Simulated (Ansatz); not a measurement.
# ZrB2: stress in a strained cell

ZrB2 is deformed so: equal xx and yy strain of -1 %. What stress and forces result, by LAPW, PAW and all-electron datasets made for the crystal?

Method: DFT LDA, scalar-relativistic, in Ansatz 0.2.0.

## Step 1: The system as given

The structure is hexagonal, space group P6/mmm (No. 191). The conventional cell has a = 3.165 Å, b = 3.165 Å, c = 3.520 Å, α = 90.00°, β = 90.00°, γ = 120.00°. Around Zr (site symmetry 6/mmm) lie 12 B at 2.54 Å. B (site symmetry -6m2) is surrounded by 3 B at 1.83 Å and 6 Zr at 2.54 Å.

As a file:

```xyz
3
Lattice="3.1650 0.0000 0.0000 -1.5825 2.7410 0.0000 0.0000 0.0000 3.5200" Properties=species:S:1:pos:R:3 pbc="T T T"
Zr    0.0000    0.0000    0.0000
B     0.0000    1.8273    1.7600
B     1.5825    0.9137    1.7600
```

Atoms are numbered in the order of the input: Zr1, B2, B3.

## Step 2: After the deformation

Space group P6/mmm before, P6/mmm after.

## Step 3: LAPW, all electrons

File input.yaml:

```yaml
crystal:
  lattice:
    - [3.1333498272, 0.0, 0.0]
    - [-1.5666749137, 2.7135605494, 0.0]
    - [0.0, 0.0, 3.52]
  atoms:
    - { symbol: Zr, position: [0.0, 0.0, 0.0] }
    - { symbol: B, position: [0.3333333333, 0.6666666667, 0.5] }
    - { symbol: B, position: [0.6666666667, 0.3333333333, 0.5] }
kpoints:
  mp_grid: { grid: [12, 12, 9] }
  band_path:
    path:
      - [0.0, 0.0, 0.0]
      - [0.5, 0.0, 0.0]
      - [0.3333333333, 0.3333333333, 0.0]
      - [0.0, 0.0, 0.0]
      - [0.0, 0.0, 0.5]
      - [0.5, 0.0, 0.5]
      - [0.3333333333, 0.3333333333, 0.5]
      - [0.0, 0.0, 0.5]
      - [0.5, 0.0, 0.5]
    npoints: 5
scf:
  occupations: { method: fermi_dirac, width: 0.05 }
hamiltonian:
  xc: lda
  pseudopotentials: { kind: all_electron, lapw: { basis_error: 0.001 } }
output:
  forces: true
  stress: true
  eigenvalues: true
```

Started as:

```console
$ ansatz run input.yaml --threads 1 --pin off --max-ram 6144MiB --backend cpu --events-out ev --progress --plain --runs-dir out
```

## Step 4: PAW with frozen cores

File input.yaml:

```yaml
crystal:
  lattice:
    - [3.1333498272, 0.0, 0.0]
    - [-1.5666749137, 2.7135605494, 0.0]
    - [0.0, 0.0, 3.52]
  atoms:
    - { symbol: Zr, position: [0.0, 0.0, 0.0] }
    - { symbol: B, position: [0.3333333333, 0.6666666667, 0.5] }
    - { symbol: B, position: [0.6666666667, 0.3333333333, 0.5] }
kpoints:
  mp_grid: { grid: [12, 12, 9] }
scf:
  occupations: { method: fermi_dirac, width: 0.05 }
hamiltonian:
  xc: lda
  pseudopotentials: { kind: paw }
output:
  forces: true
  stress: true
  eigenvalues: true
  efg: { contact_densities: true }
  write_density: true
  write_potential: true
  elf: true
  volumetric_format: npy
```

## Step 5: Datasets made for this crystal

Changes to input.yaml since step 4:

```diff
@@ -15,3 +15,3 @@
   xc: lda
-  pseudopotentials: { kind: paw }
+  pseudopotentials: { kind: all_electron, datasets: crystal }
 output:
@@ -21,5 +21 @@
   efg: { contact_densities: true }
-  write_density: true
-  write_potential: true
-  elf: true
-  volumetric_format: npy
```

(Steps that only read results are left out.)

What does the calculation give? Wanted: pressure; largest shear or deviatoric stress.

As calculated:

| quantity | value |
| --- | --- |
| pressure | LAPW -2.27, PAW -2.27, crystal datasets -2.27 GPa |
| largest shear or deviatoric stress (LAPW) | 1.81 GPa |

The largest part of the stress beyond the pressure is 1.81 GPa in size, in the zz component; the atoms are carried along and not relaxed. No run of the undeformed cell stands beside it, so the pressure holds what the given cell had before the change. PAW: stress within 0.04 GPa of LAPW. Crystal datasets: stress within 0.01 GPa of LAPW.
